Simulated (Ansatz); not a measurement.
**CF₃O₃S−: geometry and frequencies at several levels**

The task, for CF₃O₃S−: geometry and frequencies at several levels. Charge -1.

Computed with Ansatz 0.2.0 (the levels named in each step, unless a step's input says otherwise).

## (1) Starting point

Bond lengths: O1–S2 1.445 Å, S2–O3 1.446 Å, S2–O4 1.447 Å, S2–C5 1.879 Å, C5–F6 1.342 Å, C5–F7 1.343 Å, C5–F8 1.344 Å. Angles: O1–S2–O3 115.7°, O1–S2–O4 115.7°, O1–S2–C5 102.2°, O3–S2–O4 115.6°, O3–S2–C5 102.2°, O4–S2–C5 102.2°, S2–C5–F6 112.2°, S2–C5–F7 112.2°, S2–C5–F8 112.2°, F6–C5–F7 106.7°, F6–C5–F8 106.6°, F7–C5–F8 106.5°.

Structure file:

```xyz
8

O     1.1504   -1.1237   -1.0130
S     0.9610   -0.0899   -0.0211
O     1.2619   -0.4662    1.3427
O     1.3824    1.2380   -0.4110
C    -0.9092    0.0829    0.0192
F    -1.5176   -1.0605    0.3689
F    -1.4118    0.4370   -1.1746
F    -1.3136    1.0170    0.8967
```

## (2) A rough first relaxation, PBE-D4/def2-SVPD

input.yaml

```yaml
crystal:
  periodic: [false, false, false]
  atoms:
    - { symbol: O, position_ang: [1.15044, -1.12373, -1.01301] }
    - { symbol: S, position_ang: [0.96099, -0.08988, -0.02106] }
    - { symbol: O, position_ang: [1.26189, -0.46618, 1.34268] }
    - { symbol: O, position_ang: [1.38236, 1.238, -0.41097] }
    - { symbol: C, position_ang: [-0.90921, 0.08294, 0.01916] }
    - { symbol: F, position_ang: [-1.51761, -1.06054, 0.36886] }
    - { symbol: F, position_ang: [-1.4118, 0.43704, -1.17464] }
    - { symbol: F, position_ang: [-1.31363, 1.01699, 0.89668] }
total_charge: -1
basis:
  gaussian: { orbitals: def2-SVPD }
hamiltonian:
  xc: pbe
  dispersion: d4
relax:
  f_tol: 0.03
  max_steps: 200
```

On the command line:

```sh
$ ansatz run input.yaml --threads 4 --pin off --max-ram 10240MiB --backend cpu --events-out ev --progress --plain --runs-dir out
```

After this run come: Relaxation, HF/STO-3G; Frequencies, HF/STO-3G; Relaxation, HF/6-31G*; Frequencies, HF/6-31G*; Relaxation, LDA/def2-SVPD; Frequencies, LDA/def2-SVPD; Relaxation, PBE-D4/def2-SVPD; Frequencies, PBE-D4/def2-SVPD.

Q: Predict the outcome of this session. Wanted: O1–S2 at PBE-D4/def2-SVPD; S2–O3 at PBE-D4/def2-SVPD; S2–O4 at PBE-D4/def2-SVPD; frequencies at PBE-D4/def2-SVPD.

The runs gave:

| quantity | value |
| --- | --- |
| O1–S2 at PBE-D4/def2-SVPD | 1.500 Å |
| S2–O3 at PBE-D4/def2-SVPD | 1.500 Å |
| S2–O4 at PBE-D4/def2-SVPD | 1.500 Å |
| frequencies at PBE-D4/def2-SVPD | 54 to 1174 cm⁻¹ |

In words: The O1–S2 distance spreads over 0.335 Å, from HF/6-31G* (shortest) to HF/STO-3G. No mode is imaginary, so the geometry is a minimum.
